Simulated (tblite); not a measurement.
# C4H8F3NSi: the cost of one run

The runs use tblite 0.8.0 and PySCF 2.14.0, with density-fitted response routines of our own; the level of theory stands in each step. All values are computed, except where a source is named. Atoms are numbered from 0 throughout.

**1. Starting geometry**

17 atoms, charge 0, multiplicity 1; geometry from: force field or distance geometry start.

Bonds of the start (Å): F0–C1 1.39, C1–Si2 1.84, Si2–C3 1.84, C3–C4 1.51, C4–C5 1.51, C5–F6 1.38, C5–F7 1.36, C4–N8 1.44, N8–Si2 1.79, C1–H9 1.11, C1–H10 1.10, Si2–H11 1.45, C3–H12 1.14, C3–H13 1.10, C4–H14 1.11, C5–H15 1.10, N8–H16 1.04.

**2. Geometry optimisation with GFN2-xTB**

Job settings and geometry (Å):

```
{"job": {"kind": "relax", "xc": "GFN2-xTB", "basis": "xTB"}, "charge": 0, "multiplicity": 1}
F      3.296600     1.587100    -0.243000
C      2.610100     0.375900    -0.285700
Si     0.961100     0.648800     0.476600
C      0.020200    -0.807500     1.094700
C     -0.963700    -0.658400    -0.039900
C     -2.320400    -0.200300     0.453700
F     -2.107300     1.013000     1.074600
F     -2.822200    -1.133200     1.303500
N     -0.314500     0.413800    -0.752800
H      3.235700    -0.332100     0.303200
H      2.515100    -0.025300    -1.306100
H      0.803100     1.829000     1.298500
H     -0.539700    -0.581500     2.065800
H      0.530000    -1.777300     1.124600
H     -1.010300    -1.547600    -0.696300
H     -3.000100    -0.067200    -0.394800
H     -0.900700     1.274700    -0.836900
```

Launch:

```
$ OMP_NUM_THREADS=1 python probes_run.py task.json out
```

The driver reads the jobs from task.json and runs them one after another.

Q: Estimate the wall time and peak memory of this first job on 1 thread of Intel Xeon at 2.50GHz, shared host.

About 2.1 s, with a peak of 0.18 GiB.
